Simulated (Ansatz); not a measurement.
# BH₅SiZn₂: a ladder of functionals and wavefunction methods

How much do the methods differ for BH₅SiZn₂? The plan is to run it at one geometry with functionals of several rungs and with coupled cluster. The yardstick is the atomisation energy at the CCSD(T) limit.

Computed with Ansatz 0.2.0, Gaussian basis. Level: functionals in def2-TZVPP, the program's frozen cores in correlated methods.

Levels to be run: LDA (SPW92), PBE-D4, revPBE-D4, BLYP-D4, r2SCAN-D4, B97M-V, PBE0-D4, B3LYP-D4, r2SCANh-D4, r2SCAN0-D4, HSE06-D4, BHLYP-D4, CAM-B3LYP-D4, LC-ωPBE, ωB97X-V, ωB97M-V, B2PLYP, PBE-QIDH; CCSD(T)/def2-SVP; CCSD(T)/def2-TZVPP; MP2/def2-QZVPP; extrapolation to the limit; RPA on PBE.

### 1 Structure used throughout

An earlier PBE0-D4 in a triple-zeta def2 set relaxation fixed the geometry.

9 atoms, charge 0, spin multiplicity 1.

Atoms are counted from 1 here; the program's logs count them from 0.

Bond lengths: B1–Zn2 2.091 Å, B1–H5 1.200 Å, B1–H6 1.200 Å, Zn2–Si3 2.385 Å, Si3–Zn4 2.370 Å, Si3–H7 1.499 Å, Si3–H8 1.499 Å, Zn4–H9 1.560 Å. Angles: Zn2–B1–H5 122.5°, Zn2–B1–H6 122.7°, H5–B1–H6 114.8°, B1–Zn2–Si3 179.3°, Zn2–Si3–Zn4 116.5°, Zn2–Si3–H7 109.6°, Zn2–Si3–H8 109.4°, Zn4–Si3–H7 107.9°, Zn4–Si3–H8 107.8°, H7–Si3–H8 105.2°, Si3–Zn4–H9 178.8°.

### 2 LDA

This LDA is Slater exchange with PW92 correlation.

Input file in.yaml:

```yaml
crystal:
  periodic: [false, false, false]
  atoms:
    - {symbol: B, position_ang: [1.079142, 1.961052, -2.038106]}
    - {symbol: Zn, position_ang: [0.644577, 0.489491, -0.618166]}
    - {symbol: Si, position_ang: [0.120372, -1.184066, 0.997947]}
    - {symbol: Zn, position_ang: [-2.126815, -1.260726, 1.748385]}
    - {symbol: H, position_ang: [0.870970, 1.808600, -3.210298]}
    - {symbol: H, position_ang: [1.559022, 3.021644, -1.746319]}
    - {symbol: H, position_ang: [1.001029, -1.015507, 2.199323]}
    - {symbol: H, position_ang: [0.464889, -2.534479, 0.445309]}
    - {symbol: H, position_ang: [-3.613196, -1.286019, 2.221935]}
basis:
  gaussian: {orbitals: def2-TZVPP}
hamiltonian: {xc: lda}
output: {orbitals: {seedname: orbitals}}
```

Command:

```bash
ansatz run in.yaml --threads 2 --pin off --events-out ev --progress --plain --max-ram 31744MiB --backend cuda --devices 0, --max-vram 18GiB
```

Further steps of the session: PBE-D4 (GGA); revPBE-D4 (GGA); BLYP-D4 (GGA); r2SCAN-D4 (meta-GGA); B97M-V (meta-GGA); B3LYP-D4 (hybrid); r2SCANh-D4 (hybrid); r2SCAN0-D4 (hybrid); HSE06-D4 (hybrid); BHLYP-D4 (hybrid); CAM-B3LYP-D4 (range-separated); LC-ωPBE (range-separated); ωB97X-V (range-separated); ωB97M-V (range-separated); B2PLYP (double hybrid); PBE-QIDH (double hybrid); CCSD(T) in def2-SVP; CCSD(T) in def2-TZVPP; MP2 in def2-QZVPP; RPA on PBE orbitals.

**Question.** What will the summary of the whole plan be? Wanted: atomisation energy, CCSD(T)/CBS; farthest beyond LDA; mean size of error, GGA; mean size of error, meta-GGA; mean size of error, hybrid; mean size of error, range-separated; mean size of error, double hybrid; gap, smallest and largest; T1 diagnostic.

The runs gave:

```
                               quantity                                     value
        atomisation energy, CCSD(T)/CBS                             2021.9 kJ/mol
 functionals within 10.1 kJ/mol (0.5 %)                          PBE-D4, B3LYP-D4
                    farthest beyond LDA                    LC-ωPBE (+58.0 kJ/mol)
                mean size of error, GGA                               28.4 kJ/mol
           mean size of error, meta-GGA                               43.2 kJ/mol
             mean size of error, hybrid                               23.2 kJ/mol
    mean size of error, range-separated                               39.0 kJ/mol
      mean size of error, double hybrid                               22.9 kJ/mol
              gap, smallest and largest  1.76 eV (LDA (SPW92)), 8.42 eV (LC-ωPBE)
                          T1 diagnostic                                    0.0150
triples share of the correlation energy                                     3.2 %
```

In words: LDA overbinds by 266.6 kJ/mol (13 %). PBE-D4 misses by +6.9 kJ/mol. Double hybrids carry the basis error of their MP2 part in triple zeta, and no dispersion term here, so their miss is partly the set-up's. Taken by rung, double hybrid functionals do best (22.9 kJ/mol on average) and meta-GGA ones worst beyond LDA (43.2 kJ/mol). The gap between the best rungs is small, so their order is not settled. Misses under about 10.1 kJ/mol are within the doubt on the reference itself, which lacks core-valence correlation, relativity and higher excitations. Hartree-Fock recovers 76 % of the binding; the rest is correlation. CCSD(T) in def2-SVP is off by -118.9 kJ/mol, more than most functionals: a good method in a small basis is no reference. The gap grows from 1.8 to 8.4 eV across the functionals, mostly with the share of exact exchange. For Zn the d shell is correlated and the shells below it are frozen.
